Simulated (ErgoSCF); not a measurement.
# InF2 (SMILES [F][In][F]): UB3LYP5 with 15 % exact exchange/3-21G

What is the vertical ionisation energy of InF2 at UB3LYP5 with 15 % exact exchange/3-21G? 

The results are computed with ErgoSCF 3.8.

4 further runs of the same task are left out: 1 that didn't finish, 3 set aside as unsound or not needed.

### 1 The molecule

InF2: 3 atoms, total charge 0, spin state doublet. SMILES: `[F][In][F]`. Geometry: a GFN2-xTB relaxation, a rough one for these elements and not checked as a minimum.

Bond lengths: F1–In2 2.126 Å, In2–F3 2.121 Å. Angles: F1–In2–F3 127.8°.

### 2 A single-point energy at UB3LYP5 with 15 % exact exchange/3-21G

Input file mol.xyz:

```xyz
3
F2In
F      0.809810     1.645580     0.611480
In    -0.520140     0.230220    -0.253860
F     -0.289660    -1.875800    -0.357620
```

The basis set 3-21G is read from a file made from the Basis Set Exchange's data (not shown).

Started as:

```
ergo -m mol.xyz -e 'set_nthreads(1)' -e 'scf.output_mulliken_pop = 1' -e 'scf.max_number_of_iterations = 80' -e 'basis = "3-21G"' -e 'tmpdir = "."' -e 'spin_polarization = 1' -e 'scf.use_diagonalization = 1' -e 'XC.type = "Turbo"' -e 'charge = 0' -e 'run "Combine hf=0.15 slater=0.85 becke=0.72 vwn=0.19 lyp=0.81"'
```

Output:

```text
[...]
INDF Weighted mixed functional:
[...]
INSC Energy   1 =      -4908.88494894619
[...]
INDE E_LUMO =         -0.15999930734
[...]
INSC Energy  22 =      -5915.11222014631  ( diff     -0.000000000012733 )
[...]
RESC CONVERGED after  22 iterations.
RESC FINAL ENERGY:      -5915.11222014631
RESC FINAL <S2> =          0.75489999545
[...]
INSC SCF: dipole_moment_x [atomic units] =      -0.58862779
INSC SCF: dipole_moment_y [atomic units] =       0.25822749
INSC SCF: dipole_moment_z [atomic units] =      -0.28753864
[...]
```

Wall time 15 s (1 thread of Arm Neoverse V2, shared host); peak memory 0.26 GiB.

### 3 The singlet cation

Input file geom.xyz:

```xyz
3

F      0.809810     1.645580     0.611480
In    -0.520140     0.230220    -0.253860
F     -0.289660    -1.875800    -0.357620
```

The basis set 3-21G is read from a file made from the Basis Set Exchange's data (not shown).

Started as:

```
ergo -m geom.xyz -e 'set_nthreads(1)' -e 'scf.force_unrestricted = 1' -e 'basis = "3-21G"' -e 'tmpdir = "."' -e 'scf.max_number_of_iterations = 80' -e 'XC.type = "Turbo"' -e 'scf.use_diagonalization = 1' -e 'scf.output_mulliken_pop = 1' -e 'charge = 1' -e 'run "Combine hf=0.15 slater=0.85 becke=0.72 vwn=0.19 lyp=0.81"'
```

Output:

```text
[...]
INDF Weighted mixed functional:
[...]
INSC Energy   1 =      -4855.89913994614
[...]
INDE E_LUMO =         -0.44663004566
[...]
INSC Energy  42 =      -5914.77497463591  ( diff     -0.000000000001819 )
[...]
RESC CONVERGED after  42 iterations.
RESC FINAL ENERGY:      -5914.77497463591
RESC FINAL <S2> =         -0.00000000000
[...]
INSC SCF: dipole_moment_x [atomic units] =      -1.72481391
INSC SCF: dipole_moment_y [atomic units] =       0.76505801
INSC SCF: dipole_moment_z [atomic units] =      -0.84163602
[...]
```

Run time: 20 s. Hardware: 1 thread of Arm Neoverse V2, shared host; peak memory 0.26 GiB.

### 4 Summary of results

At UB3LYP5 with 15 % exact exchange/3-21G:

| quantity | value |
| --- | --- |
| doublet InF2: total energy | -5915.11222 Eh |
| doublet InF2: dipole moment | 1.79 D |
| doublet InF2: ⟨S²⟩ | 0.755 |
| singlet cation: total energy | -5914.77497 Eh |
| vertical ionisation energy (to the singlet cation) | 9.177 eV |

Removing an electron at fixed nuclei costs 9.18 eV (212 kcal/mol). Only the singlet of the ionised species was computed; a triplet could lie lower. Mulliken charges (doublet InF2) run from -0.33 on F3 to +0.67 on In2; they depend strongly on the basis. Relativity is left out (doublet InF2) although the molecule holds a heavy atom. Relativity is left out (singlet cation) although the molecule holds a heavy atom.
